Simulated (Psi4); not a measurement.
# SnH4S (SMILES [H][Sn]([H])([H])[SH]): r2SCAN/def2-QZVP (density fitting, core potential, sweep point 5)

Aim: the vertical singlet–triplet gap of SnH4S at r2SCAN/def2-QZVP (density fitting, core potential, sweep point 5), from 2 runs. The job is set up through a Python script.

The results are computed with Psi4 1.11.

## Step 1: The structure to begin with

The species is SnH4S (6 atoms), meant as a singlet with charge 0. SMILES: `[H][Sn]([H])([H])[SH]`. The shape comes from GFN2-xTB, which is rough for such elements, and wasn't checked as a minimum.

Bond lengths: Sn1–S2 2.389 Å, S2–H3 1.324 Å, Sn1–H4 1.663 Å, Sn1–H5 1.673 Å, Sn1–H6 1.676 Å. Angles: Sn1–S2–H3 95.6°, S2–Sn1–H4 106.7°, S2–Sn1–H5 110.6°, S2–Sn1–H6 110.3°, H4–Sn1–H5 110.1°, H4–Sn1–H6 110.0°, H5–Sn1–H6 109.1°.

## Step 2: The energy at r2SCAN/def2-QZVP (density fitting, core potential, sweep point 5)

calc.py reads:

```python
import psi4

psi4.set_memory(1600000000)
psi4.set_num_threads(1)
psi4.core.set_output_file('psi4.out', False)

mol = psi4.geometry("""
0 1
Sn     0.200320    -0.012540    -0.547580
S      0.253630     0.008640     1.840730
H     -1.059420     0.065470     1.998090
H      1.781600    -0.013620    -1.062170
H     -0.593590     1.340570    -1.129870
H     -0.582540    -1.388520    -1.099190
symmetry c1
""")

psi4.set_options({
    'basis': 'def2-QZVP',
    'puream': True,
    'scf_type': 'df',
    'dft_radial_points': 99,
    'dft_spherical_points': 590,
})

result = psi4.energy("r2scan", molecule=mol)
print(f'total energy {result:.8f} hartree = {result * 27.211386:.5f} eV')
```

Command:

```bash
$ python calc.py
```

psi4.out:

```text
[...]
    !!!  WARNING: ECP capability is in beta. Please check occupations closely.  !!!
[...]
  Running in c1 symmetry.
[...]
  Nuclear repulsion =  117.999332221613912
[...]
  Multiplicity = 1
[...]
  Nalpha       = 21
  Nbeta        = 21
[...]
    Number of basis functions: 272
[...]
   @DF-RKS iter   1:  -614.58615154666654   -8.74922e-01   3.43692e-03 DIIS/ADIIS
[...]
   @DF-RKS iter   9:  -614.97467665328327   -4.63708e-08   1.69290e-07 DIIS
[...]
    Orbital Energies [Eh]
    ---------------------
    Doubly Occupied:
       1A    -88.527093     2A     -7.845398     3A     -5.790021
       4A     -5.787647     5A     -5.782369     6A     -5.047925
       7A     -3.388848     8A     -3.386392     9A     -3.385951
      10A     -0.980049    11A     -0.978906    12A     -0.978274
      13A     -0.973341    14A     -0.973125    15A     -0.686072
      16A     -0.496415    17A     -0.382535    18A     -0.318992
      19A     -0.315267    20A     -0.292658    21A     -0.234129
[...]
  @DF-RKS Final Energy:  -614.97467665328327
   => Energetics <=
    Nuclear Repulsion Energy =            117.9993322216139120
    One-Electron Energy =               -1164.2053883184773895
    Two-Electron Energy =                 476.5380692530267197
    DFT Exchange-Correlation Energy =     -45.3066898094464960
    Empirical Dispersion Energy =           0.0000000000000000
    VV10 Nonlocal Energy =                  0.0000000000000000
    Total Energy =                       -614.9746766532832680
[...]
 Multipole Moments:
 ------------------------------------------------------------------------------------
     Multipole            Electronic (a.u.)      Nuclear  (a.u.)        Total (a.u.)
 ------------------------------------------------------------------------------------
 L = 1.  Multiply by 2.5417464519 to convert [e a0] to [Debye]
 Dipole X            :          0.7121543           -0.9838594           -0.2717051
 Dipole Y            :         -0.3579476            0.3700794            0.0121318
 Dipole Z            :        -35.0440041           34.5741489           -0.4698552
 Magnitude           :                                                    0.5428948
[...]
```

Standard output:

```text
total energy -614.97467665 hartree = -16734.31331 eV
```

Wall time 79 s (1 thread of Intel Xeon Platinum 8488C (Sapphire Rapids), shared host); peak memory 1.3 GiB.

## Step 3: The triplet, same level

run.py reads:

```python
import psi4

psi4.set_memory('1600 MB')
psi4.set_num_threads(1)
psi4.core.set_output_file('run.log', False)

molecule = psi4.geometry("""
0 3
Sn     0.200320    -0.012540    -0.547580
S      0.253630     0.008640     1.840730
H     -1.059420     0.065470     1.998090
H      1.781600    -0.013620    -1.062170
H     -0.593590     1.340570    -1.129870
H     -0.582540    -1.388520    -1.099190
symmetry c1
""")

options = {'basis': 'def2-QZVP', 'reference': 'uks', 'puream': True, 'scf_type': 'df', 'dft_radial_points': 99, 'dft_spherical_points': 590, 'maxiter': 150}
psi4.set_options(options)

result = psi4.energy("r2scan")
print(f'r2scan energy: {result:.10f} Eh')
for k, v in sorted(psi4.core.scalar_variables().items()):
    print(f'{k:45s} {v:18.10f}')
```

Command:

```bash
$ python run.py
```

run.log:

```text
[...]
    !!!  WARNING: ECP capability is in beta. Please check occupations closely.  !!!
[...]
  Running in c1 symmetry.
[...]
  Nuclear repulsion =  117.999332221613912
[...]
  Multiplicity = 3
[...]
  Nalpha       = 22
  Nbeta        = 20
[...]
    Number of basis functions: 272
[...]
   @DF-UKS iter   1:  -614.31223153079770   -6.01002e-01   3.65328e-03 ADIIS/DIIS
[...]
   @DF-UKS iter  13:  -614.79435395713278   -1.19113e-07   2.92750e-07 DIIS
[...]
   @S^2 Observed:                2.010218231E+00
[...]
    Orbital Energies [Eh]
    ---------------------
    Alpha Occupied:
       1A    -88.608241     2A     -7.924142     3A     -5.874328
       4A     -5.866226     5A     -5.862422     6A     -5.023568
       7A     -3.364836     8A     -3.362475     9A     -3.360622
      10A     -0.958453    11A     -0.957702    12A     -0.955326
      13A     -0.950629    14A     -0.949957    15A     -0.765579
      16A     -0.502537    17A     -0.436899    18A     -0.358444
      19A     -0.337556    20A     -0.306819    21A     -0.306679
      22A     -0.080150
    Alpha Virtual:
      23A     -0.043184    24A      0.003835    25A      0.005601
[...]
  @DF-UKS Final Energy:  -614.79435395713278
   => Energetics <=
    Nuclear Repulsion Energy =            117.9993322216139120
    One-Electron Energy =               -1163.3761349471001267
    Two-Electron Energy =                 475.8457187629487635
    DFT Exchange-Correlation Energy =     -45.2632699945953618
    Empirical Dispersion Energy =           0.0000000000000000
    VV10 Nonlocal Energy =                  0.0000000000000000
    Total Energy =                       -614.7943539571327847
[...]
 Multipole Moments:
 ------------------------------------------------------------------------------------
     Multipole            Electronic (a.u.)      Nuclear  (a.u.)        Total (a.u.)
 ------------------------------------------------------------------------------------
 L = 1.  Multiply by 2.5417464519 to convert [e a0] to [Debye]
 Dipole X            :          0.7017559           -0.9838594           -0.2821035
 Dipole Y            :         -0.3547437            0.3700794            0.0153357
 Dipole Z            :        -33.6498853           34.5741489            0.9242636
 Magnitude           :                                                    0.9664785
[...]
```

Standard output:

```text
r2scan energy: -614.7943539571 Eh
CURRENT ENERGY                                   -614.7943539571
CURRENT REFERENCE ENERGY                         -614.7943539571
DD SOLVATION ENERGY                                 0.0000000000
DFT FUNCTIONAL TOTAL ENERGY                      -614.7943539571
DFT TOTAL ENERGY                                 -614.7943539571
DFT VV10 ENERGY                                     0.0000000000
DFT XC ENERGY                                     -45.2632699946
GRID ELECTRONS ALPHA                               21.9999994267
GRID ELECTRONS BETA                                19.9999997262
GRID ELECTRONS TOTAL                               41.9999991529
NUCLEAR REPULSION ENERGY                          117.9993322216
ONE-ELECTRON ENERGY                             -1163.3761349471
PCM POLARIZATION ENERGY                             0.0000000000
PE ENERGY                                           0.0000000000
SCF ITERATION ENERGY                             -614.7943539571
SCF ITERATIONS                                     13.0000000000
SCF TOTAL ENERGY                                 -614.7943539571
TWO-ELECTRON ENERGY                               475.8457187629
XC GRID RADIAL POINTS                              99.0000000000
XC GRID SPHERICAL POINTS                          590.0000000000
XC GRID TOTAL POINTS                           336164.0000000000
```

Run time: 2.9 min. Hardware: 1 thread of Intel Xeon Platinum 8488C (Sapphire Rapids), shared host; peak memory 1.3 GiB.

## Step 4: Results

Level: r2SCAN/def2-QZVP (density fitting, core potential, sweep point 5).

```
                                        quantity          value
                           singlet: total energy  -614.97468 Eh
                          singlet: dipole moment         1.38 D
                            singlet: HOMO energy       -6.37 eV
                            singlet: LUMO energy       -1.09 eV
                          singlet: HOMO–LUMO gap        5.28 eV
                           triplet: total energy  -614.79435 Eh
                          triplet: dipole moment         2.46 D
     triplet: HOMO energy (highest over α and β)       -2.18 eV
                                   triplet: ⟨S²⟩          2.010
vertical energy of the triplet above the singlet       4.907 eV
```

**Reading.** At this shape the triplet lies 4.91 eV (473 kJ/mol) above the singlet.
